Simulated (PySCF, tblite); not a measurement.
# C₄H₂O₃: vibronic structure, part 2 of 2

tblite 0.8.0 and PySCF 2.14.0. Atoms count from 0.

## 5. Vibronic structure: TDA CAM-B3LYP/6-311G*

The job: settings as JSON, then the geometry in Å.

```
{"job": {"kind": "vib", "xc": "CAM-B3LYP", "basis": "6-311G*", "tda": true, "fwhm_ev": 0.02, "nbright": 3}, "charge": 0, "multiplicity": 1}
O     -2.571909    -0.234639     0.130753
C     -1.380932    -0.163889     0.077639
C     -0.243072    -1.084640     0.250969
C      0.689488    -0.117398     0.002444
O      2.004365    -0.105722    -0.042140
C     -0.344546     0.947419    -0.206415
O     -0.301646     2.113406    -0.471707
H     -0.175270    -2.129129     0.485921
H      2.337083     0.780586    -0.252644
```

With the program's defaults for keys left out, this is: TDA CAM-B3LYP/6-311G* vertical-gradient vibronic structure (displaced harmonic oscillators, Condon), gas phase.

What it wrote:

```text
final grid: 41208 points
cycle   1  E = -378.8307772186  dE =  1.848e+00  |g| = 1.324e+00  |ddm| = 2.996e+00
cycle   2  E = -377.8063599558  dE =  1.024e+00  |g| = 2.743e+00  |ddm| = 3.889e+00
cycle   3  E = -379.1681871570  dE = -1.362e+00  |g| = 1.620e-01  |ddm| = 2.766e+00
cycle   4  E = -379.1712761783  dE = -3.089e-03  |g| = 1.144e-01  |ddm| = 1.749e-01
cycle   5  E = -379.1734947131  dE = -2.219e-03  |g| = 2.440e-02  |ddm| = 9.543e-02
cycle   6  E = -379.1736322628  dE = -1.375e-04  |g| = 7.230e-03  |ddm| = 2.186e-02
cycle   7  E = -379.1736477383  dE = -1.548e-05  |g| = 2.881e-03  |ddm| = 1.543e-02
cycle   8  E = -379.1736502847  dE = -2.546e-06  |g| = 1.299e-03  |ddm| = 5.595e-03
cycle   9  E = -379.1736508082  dE = -5.235e-07  |g| = 1.961e-04  |ddm| = 2.236e-03
cycle  10  E = -379.1736508224  dE = -1.415e-08  |g| = 1.327e-04  |ddm| = 5.679e-04
cycle  11  E = -379.1736508257  dE = -3.305e-09  |g| = 2.905e-05  |ddm| = 1.390e-04
cycle  12  E = -379.1736508259  dE = -1.774e-10  |g| = 8.243e-06  |ddm| = 4.359e-05
converged SCF energy = -379.1736508259

Singlet excitations (eV, f): 3.537 (0.0003)  4.139 (0.0002)  5.786 (0.0002)  6.083 (0.1739)  6.676 (0.0008)  6.750 (0.1751)

State S1  3.5371 eV  f = 0.00030  H->L 0.89
  relaxed dipole 3.335 D, largest gradient of the excitation energy 0.0649 Eh/bohr
  mode    cm-1        S   lambda/meV  Raman
    7    625.7    0.9922      77.0   0.824
   13   1002.2    0.4379      54.4   0.934
   10    798.3    0.4074      40.3   0.551
   18   1821.9    0.1420      32.1   1.000
   16   1297.0    0.1971      31.7   0.704
   12    885.0    0.1868      20.5   0.310
   14   1125.3    0.1197      16.7   0.322
   15   1159.3    0.0822      11.8   0.235
   19   1899.8    0.0354       8.3   0.271
   17   1621.7    0.0379       7.6   0.212
    4    326.1    0.0899       3.6   0.020
    3    255.9    0.0388       1.2   0.005
  reorganisation energy 0.3069 eV, total S 2.775, 0-0 3.2302 eV
  absorption maximum 3.308 eV, width 0.470 eV

State S4  6.0832 eV  f = 0.17391  H-1->L 0.88
  relaxed dipole 4.780 D, largest gradient of the excitation energy 0.0841 Eh/bohr
  mode    cm-1        S   lambda/meV  Raman
   17   1621.7    0.6790     136.5   1.000
    7    625.7    1.3501     104.7   0.296
   19   1899.8    0.2913      68.6   0.589
   14   1125.3    0.2860      39.9   0.203
   16   1297.0    0.1649      26.5   0.155
   13   1002.2    0.1270      15.8   0.071
   10    798.3    0.1571      15.5   0.056
    4    326.1    0.2373       9.6   0.014
   15   1159.3    0.0161       2.3   0.012
    8    633.9    0.0255       2.0   0.006
  reorganisation energy 0.4257 eV, total S 3.360, 0-0 5.6575 eV
  absorption maximum 5.935 eV, width 0.604 eV

State S6  6.7499 eV  f = 0.17508  H-1->L+1 0.57, H->L+2 0.32
  relaxed dipole 2.449 D, largest gradient of the excitation energy 0.0789 Eh/bohr
  mode    cm-1        S   lambda/meV  Raman
   17   1621.7    0.4535      91.2   0.759
   21   3435.2    0.1331      56.7   1.000
    7    625.7    0.6431      49.9   0.160
   13   1002.2    0.0914      11.4   0.058
   16   1297.0    0.0600       9.7   0.064
   10    798.3    0.0499       4.9   0.020
   18   1821.9    0.0139       3.1   0.029
    4    326.1    0.0620       2.5   0.004
    8    633.9    0.0214       1.7   0.005
    3    255.9    0.0346       1.1   0.001
   15   1159.3    0.0062       0.9   0.005
   14   1125.3    0.0051       0.7   0.004
  reorganisation energy 0.2341 eV, total S 1.577, 0-0 6.5157 eV
  absorption maximum 6.516 eV, width 0.214 eV

State T1  3.0563 eV  f = 0.00000  H->L 0.80, H->L+1 0.12
  relaxed dipole 3.466 D, largest gradient of the excitation energy 0.0686 Eh/bohr
  mode    cm-1        S   lambda/meV  Raman
    7    625.7    0.8437      65.4   0.569
   18   1821.9    0.1750      39.5   1.000
   10    798.3    0.3136      31.0   0.344
   13   1002.2    0.1447      18.0   0.250
   14   1125.3    0.1263      17.6   0.275
   16   1297.0    0.0826      13.3   0.239
   19   1899.8    0.0521      12.3   0.324
   12    885.0    0.1075      11.8   0.145
    4    326.1    0.1562       6.3   0.029
   15   1159.3    0.0258       3.7   0.060
   17   1621.7    0.0118       2.4   0.053
  reorganisation energy 0.2236 eV, total S 2.074, 0-0 2.8327 eV
  absorption maximum 2.833 eV, width 0.248 eV
```

Run time: 17 s. Hardware: 1 thread of Intel Xeon Platinum 8488C, shared host; peak memory 0.69 GiB.

## 6. Vibronic structure: TDDFT mPW1PW91/def2-SVP

The job, as its differences from that of step 5:

```diff
@@ -1,2 +1,2 @@
-{"job": {"kind": "vib", "xc": "CAM-B3LYP", "basis": "6-311G*", "tda": true, "fwhm_ev": 0.02, "nbright": 3}, "charge": 0, "multiplicity": 1}
+{"job": {"kind": "vib", "xc": "mPW1PW91", "basis": "def2-SVP", "tda": false, "nbright": 3}, "charge": 0, "multiplicity": 1}
 O     -2.571909    -0.234639     0.130753
```

Level: TDDFT mPW1PW91/def2-SVP vertical-gradient vibronic structure (displaced harmonic oscillators, Condon), gas phase.

What it wrote:

```text
final grid: 41208 points
cycle   1  E = -378.5551963518  dE =  1.635e+00  |g| = 1.220e+00  |ddm| = 3.839e+00
cycle   2  E = -376.9569067521  dE =  1.598e+00  |g| = 3.077e+00  |ddm| = 5.361e+00
cycle   3  E = -378.8486519245  dE = -1.892e+00  |g| = 2.234e-01  |ddm| = 4.204e+00
cycle   4  E = -378.8547591047  dE = -6.107e-03  |g| = 1.546e-01  |ddm| = 3.364e-01
cycle   5  E = -378.8594552545  dE = -4.696e-03  |g| = 3.306e-02  |ddm| = 1.777e-01
cycle   6  E = -378.8597001109  dE = -2.449e-04  |g| = 8.097e-03  |ddm| = 4.197e-02
cycle   7  E = -378.8597104396  dE = -1.033e-05  |g| = 4.414e-03  |ddm| = 1.356e-02
cycle   8  E = -378.8597143863  dE = -3.947e-06  |g| = 9.102e-04  |ddm| = 5.989e-03
cycle   9  E = -378.8597145753  dE = -1.891e-07  |g| = 5.966e-05  |ddm| = 1.793e-03
cycle  10  E = -378.8597145763  dE = -9.643e-10  |g| = 2.522e-05  |ddm| = 1.615e-04
converged SCF energy = -378.8597145763

Singlet excitations (eV, f): 3.302 (0.0002)  3.937 (0.0002)  5.437 (0.0002)  5.676 (0.1138)  6.258 (0.0004)  6.487 (0.1817)

State S1  3.3024 eV  f = 0.00018  H->L 0.96
  relaxed dipole 3.058 D, largest gradient of the excitation energy 0.0617 Eh/bohr
  mode    cm-1        S   lambda/meV  Raman
   13   1002.2    0.9139     113.6   1.000
    7    625.7    1.0821      83.9   0.462
   16   1297.0    0.3978      64.0   0.729
   10    798.3    0.3934      38.9   0.273
   12    885.0    0.2906      31.9   0.248
   15   1159.3    0.1652      23.7   0.242
   18   1821.9    0.1048      23.7   0.379
   14   1125.3    0.1089      15.2   0.150
   17   1621.7    0.0739      14.9   0.212
   19   1899.8    0.0508      12.0   0.200
    4    326.1    0.1107       4.5   0.013
    3    255.9    0.0959       3.0   0.007
  reorganisation energy 0.4309 eV, total S 3.794, 0-0 2.8715 eV
  absorption maximum 3.231 eV, width 0.572 eV

State S4  5.6758 eV  f = 0.11376  H-1->L 0.92
  relaxed dipole 4.800 D, largest gradient of the excitation energy 0.0912 Eh/bohr
  mode    cm-1        S   lambda/meV  Raman
   17   1621.7    0.6977     140.3   1.000
    7    625.7    1.4261     110.6   0.304
   19   1899.8    0.3613      85.1   0.711
   16   1297.0    0.2597      41.8   0.238
   14   1125.3    0.2932      40.9   0.202
   10    798.3    0.1835      18.2   0.064
    4    326.1    0.2793      11.3   0.016
   13   1002.2    0.0506       6.3   0.028
   15   1159.3    0.0391       5.6   0.029
   18   1821.9    0.0095       2.1   0.017
    8    633.9    0.0209       1.6   0.005
  reorganisation energy 0.4687 eV, total S 3.677, 0-0 5.2071 eV
  absorption maximum 5.643 eV, width 0.684 eV

State S6  6.4867 eV  f = 0.18165  H-1->L+1 0.76, H->L+2 0.17
  relaxed dipole 3.842 D, largest gradient of the excitation energy 0.0696 Eh/bohr
  mode    cm-1        S   lambda/meV  Raman
    7    625.7    1.2140      94.2   0.401
   17   1621.7    0.4504      90.6   1.000
   21   3435.2    0.0593      25.3   0.591
   19   1899.8    0.0355       8.4   0.108
   14   1125.3    0.0534       7.4   0.057
   16   1297.0    0.0200       3.2   0.028
   12    885.0    0.0294       3.2   0.019
    8    633.9    0.0300       2.4   0.010
   18   1821.9    0.0073       1.7   0.020
   13   1002.2    0.0076       0.9   0.006
   10    798.3    0.0065       0.6   0.004
    4    326.1    0.0065       0.3   0.001
  reorganisation energy 0.2383 eV, total S 1.921, 0-0 6.2484 eV
  absorption maximum 6.326 eV, width 0.304 eV

State T1  2.8504 eV  f = 0.00000  H->L 0.88
  relaxed dipole 3.292 D, largest gradient of the excitation energy 0.0689 Eh/bohr
  mode    cm-1        S   lambda/meV  Raman
    7    625.7    1.0077      78.2   0.706
   13   1002.2    0.3826      47.5   0.688
   18   1821.9    0.1684      38.0   1.000
   16   1297.0    0.2095      33.7   0.631
   10    798.3    0.3051      30.2   0.348
   12    885.0    0.1944      21.3   0.272
   14   1125.3    0.1259      17.6   0.285
   19   1899.8    0.0640      15.1   0.414
   15   1159.3    0.0708      10.2   0.170
    4    326.1    0.1608       6.5   0.031
   17   1621.7    0.0318       6.4   0.149
    3    255.9    0.0530       1.7   0.006
  reorganisation energy 0.3080 eV, total S 2.783, 0-0 2.5423 eV
  absorption maximum 2.772 eV, width 0.506 eV
```

It took 12 s on 1 thread of Intel Xeon Platinum 8488C, shared host; peak memory 0.63 GiB.

## 7. Outcome

The summary covers parts 1 to 2.

```
                                                                                          quantity                     value
                                                         strongest single infrared mode (GFN2-xTB)     1622 cm⁻¹, 588 km/mol
                                                                      zero-point energy (GFN2-xTB)             32.9 kcal/mol
S1: vertical, reorganisation, 0-0, total S (step 4, TDDFT CAM-B3LYP/def2-SVP, modes from GFN2-xTB)  3.49, 0.31, 3.18 eV; 2.8
S4: vertical, reorganisation, 0-0, total S (step 4, TDDFT CAM-B3LYP/def2-SVP, modes from GFN2-xTB)  5.84, 0.48, 5.36 eV; 3.6
S5: vertical, reorganisation, 0-0, total S (step 4, TDDFT CAM-B3LYP/def2-SVP, modes from GFN2-xTB)  6.56, 0.33, 6.23 eV; 2.9
                                                             surface potential, 1st and 99th percentile        -1.64 V and 3.21 V
   S1: vertical, reorganisation, 0-0, total S (step 5, TDA CAM-B3LYP/6-311G*, modes from GFN2-xTB)  3.54, 0.31, 3.23 eV; 2.8
   S4: vertical, reorganisation, 0-0, total S (step 5, TDA CAM-B3LYP/6-311G*, modes from GFN2-xTB)  6.08, 0.43, 5.66 eV; 3.4
   S6: vertical, reorganisation, 0-0, total S (step 5, TDA CAM-B3LYP/6-311G*, modes from GFN2-xTB)  6.75, 0.23, 6.52 eV; 1.6
 S1: vertical, reorganisation, 0-0, total S (step 6, TDDFT mPW1PW91/def2-SVP, modes from GFN2-xTB)  3.30, 0.43, 2.87 eV; 3.8
 S4: vertical, reorganisation, 0-0, total S (step 6, TDDFT mPW1PW91/def2-SVP, modes from GFN2-xTB)  5.68, 0.47, 5.21 eV; 3.7
 S6: vertical, reorganisation, 0-0, total S (step 6, TDDFT mPW1PW91/def2-SVP, modes from GFN2-xTB)  6.49, 0.24, 6.25 eV; 1.9
```

**Reading.** No mode is imaginary among the 21: a minimum at this level. The strongest single mode, at 1622 cm⁻¹, moves mainly C3. GFN2-xTB is a fitted tight-binding method: band positions and strengths are rough. Its intensities can rank the bands wrongly. The vibronic model keeps the ground-state modes (from xTB) and shifts them along the gradient alone, so it can miss much of the relaxation that a full optimisation finds. At CAM-B3LYP/def2-SVP, counted by nearest atom on the grid, the HOMO lies on O0 39 %; O6 24 %, the LUMO on C2, C5 about 27 % each; O6 21 %.
